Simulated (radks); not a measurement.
**Ionisation of Si: one atom, several choices of relativity**

One table from this session's results is given with a row withheld; the runs are named, their logs left out.

The numbers are computed with radks (a radial shooting solver on a logarithmic mesh, Libxc functionals) version 1 (Kohn-Sham, PBE, spin-unpolarised, spherical densities), except any that are marked as measured or tabulated.

### What is computed

- element: silicon (Z = 14)
- charge: 0
- electrons: 14
- configuration: [Ne] 3s2 3p2
- ion: Si⁺, [Ne] 3s2 3p1
- choices: non-relativistic; scalar-relativistic; Dirac, 2j+1 shares; Dirac, low j first; scalar-relativistic, finite nucleus; Dirac, 2j+1 shares, finite nucleus; Dirac, c × 100; Dirac, c × 1.5; Dirac, c × 10

Set-up of the first run:

Input:

```text
Z 14
configuration [Ne] 3s2 3p2 4s0 3d0
relativity non-relativistic
functional pbe,pbe
spin unpolarised
nucleus point
```

Among the steps run: non-relativistic: Si.

One table of the session follows, with a row left open; its other results are not shown here.

It belongs to the step «non-relativistic: Si». Radial moments (bohr):

```
level     <r>  outermost maximum (interpolated)  90 % within  nodes
   1s  0.1116                            0.0730        0.199      0
   2s  0.5699                             0.456        0.898      1
   2p       ?                                 ?            ?      ?
   3s   2.168                              1.79         3.31      2
   3p   2.794                              2.16         4.45      1
```

Q: Estimate the row for 2p from the others.

The run gave: <r>: 0.5381; outermost maximum (interpolated): 0.388; 90 % within: 0.904; nodes: 0. In the column «<r>» it lies between 1s (0.1116) and 2s (0.5699).

To keep in mind: Spin polarisation and multiplet splitting of open shells are left out at every level.
